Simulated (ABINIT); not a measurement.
Crystal: Zr3S2.

```
Zr S
1.0
     2.90254    1.67578    3.48777
    -2.90254    1.67578    3.48777
     0.00000   -3.35156    3.48777
Zr S
3 2
Cartesian
  0.9832 1.7029 5.2317
  0.9832 -1.7029 5.2317
  -1.9663 0.0000 5.2317
  0.0000 0.0000 6.9583
  0.0000 0.0000 3.5050
```

The cell comes from a database or a generator and needn't be the stable form of this composition.

| Quantity | Value |
| --- | --- |
| Program | ABINIT 10.8.3 (patched build) |
| Task | relaxation of cell and atoms |
| Functional | LDA |
| Potentials or basis | JTH PAW LDA v2.0 |
| Cutoff | 544 eV |
| k mesh | 6 × 6 × 6 |
| Occupations | fermi-dirac, width 0.05 eV |
| Spin | no spin polarisation |

At the start: pressure -7.6 GPa; volume 20.36 Å³/atom.

Question: How do energy, volume and symmetry change on relaxing?

Answer: Over 8 steps the energy falls by 30.6 meV/atom and the volume is 19.12 Å³/atom (-6.1 %); space group R32 (No. 155, to 0.05 Å).

Step by step:
```
step  energy change (eV)  largest force (eV/Å)  pressure (GPa)  volume (Å³)
   1              0.0000                0.1672           -7.56       101.79
   2             -0.0925                0.0888           -4.95        99.45
   3             -0.1522                0.0664            0.43        95.41
   4             -0.1527                0.0446           -0.04        95.72
   5             -0.1528                0.0368           -0.05        95.72
   6             -0.1530                0.0246           -0.01        95.66
   7             -0.1530                0.0237            0.00        95.65
   8             -0.1531                0.0082            0.02        95.62
```

Final structure:
```
Zr S
1.0
     2.84252    1.64113    3.41612
    -2.84252    1.64113    3.41612
     0.00000   -3.28226    3.41612
Zr S
3 2
Direct
  0.83890 0.50000 0.16110
  0.50000 0.16110 0.83890
  0.16110 0.83890 0.50000
  0.66484 0.66484 0.66484
  0.33516 0.33516 0.33516
```
